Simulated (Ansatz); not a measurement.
# BClFHO: the cost of one run

Program: Ansatz 0.2.0. Level of theory: RKS PBE0-D4/def2-SVP. These are calculated values, not measurements.

### 1 The starting structure

Bond lengths: B1–O2 1.410 Å, O2–H3 1.010 Å, B1–F4 1.320 Å, B1–Cl5 1.860 Å. Angles: B1–O2–H3 109.5°, O2–B1–F4 120.0°, O2–B1–Cl5 120.0°, F4–B1–Cl5 120.0°.

As a file:

```xyz
5

B     0.0000    0.0000    0.0000
O     0.0000    0.0000    1.4100
H    -0.9095   -0.2814    1.7471
F     1.1431    0.0000   -0.6600
Cl   -1.6108    0.0000   -0.9300
```

### 2 Relaxing the start

The input, input.yaml:

```yaml
crystal:
  periodic: [false, false, false]
  atoms:
    - { symbol: B, position_ang: [0.0, 0.0, 0.0] }
    - { symbol: O, position_ang: [0.0, 0.0, 1.41] }
    - { symbol: H, position_ang: [-0.9095, -0.2814, 1.7471] }
    - { symbol: F, position_ang: [1.1431, 0.0, -0.66] }
    - { symbol: Cl, position_ang: [-1.6108, 0.0, -0.93] }
basis:
  gaussian: { orbitals: def2-SVP }
hamiltonian:
  xc: pbe0
  dispersion: d4
relax:
  f_tol: 0.02
  max_steps: 40
```

Run with:

```
ansatz run input.yaml --threads 1 --pin off --max-ram 2048MiB --backend cpu --events-out ev --progress --plain --runs-dir out
```

**Question.** How long does this run take on 1 thread of Intel Xeon 6975P-C (Granite Rapids), shared host, and how much memory does it need?

About 7.8 s, with a peak of 0.16 GiB.
